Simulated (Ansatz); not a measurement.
**CH₃ITe: small, medium and large basis sets**

How large a basis does CH₃ITe need? Two functionals are run in growing sets.

The runs use Ansatz 0.2.0, Gaussian basis; one geometry, several basis sets.

Plan: PBE0-D4/def2-SVP; ωB97M-V/def2-SVP; PBE0-D4/def2-QZVPP; ωB97M-V/def2-QZVPP; the functionals' def2-TZVPP values are taken from earlier runs.

### Step 1. The relaxed structure

All runs share one geometry, relaxed beforehand with PBE0-D4 in a triple-zeta def2 set. Te, I take the def2 core potential; no spin-orbit term is included.

SMILES `[TeH]CI`, 6 atoms, charge 0, spin multiplicity 1.

Atoms are counted from 1 here; the program's logs count them from 0.

Bond lengths: Te1–C2 2.130 Å, Te1–H4 1.657 Å, C2–I3 2.137 Å, C2–H5 1.085 Å, C2–H6 1.087 Å. Angles: C2–Te1–H4 93.1°, Te1–C2–I3 117.0°, Te1–C2–H5 109.8°, Te1–C2–H6 106.8°, I3–C2–H5 106.6°, I3–C2–H6 106.6°, H5–C2–H6 109.9°.

### Step 2. PBE0-D4 in def2-SVP

File in.yaml:

```yaml
crystal:
  periodic: [false, false, false]
  atoms:
    - {symbol: Te, position_ang: [-1.407244, -0.981917, -0.059529]}
    - {symbol: C, position_ang: [0.469532, -0.049338, 0.321893]}
    - {symbol: I, position_ang: [0.478858, 2.082343, 0.477482]}
    - {symbol: H, position_ang: [-1.495278, -0.377042, -1.599427]}
    - {symbol: H, position_ang: [1.173504, -0.305546, -0.462517]}
    - {symbol: H, position_ang: [0.822728, -0.432501, 1.275799]}
basis:
  gaussian: {orbitals: def2-SVP}
hamiltonian: {xc: pbe0, dispersion: d4}
output: {orbitals: {seedname: orbitals}}
```

The run is started by

```sh
$ ansatz run in.yaml --threads 2 --pin off --events-out ev --progress --plain --max-ram 4352MiB
```

Further steps of the session: ωB97M-V in def2-SVP; PBE0-D4 in def2-QZVPP; ωB97M-V in def2-QZVPP.

**Question.** What will the summary of the whole plan be? Wanted: PBE0-D4: double and triple zeta above quadruple; ωB97M-V: double and triple zeta above quadruple.

As calculated:

```
                                       quantity          value
PBE0-D4: double and triple zeta above quadruple  2.02, 0.15 eV
ωB97M-V: double and triple zeta above quadruple  2.15, 0.16 eV
```

**Reading.** For PBE0-D4 the step from double to triple zeta gains 1.87 eV and the next only 0.15 eV. Total energies overstate the basis error of differences, where much of it tends to cancel.
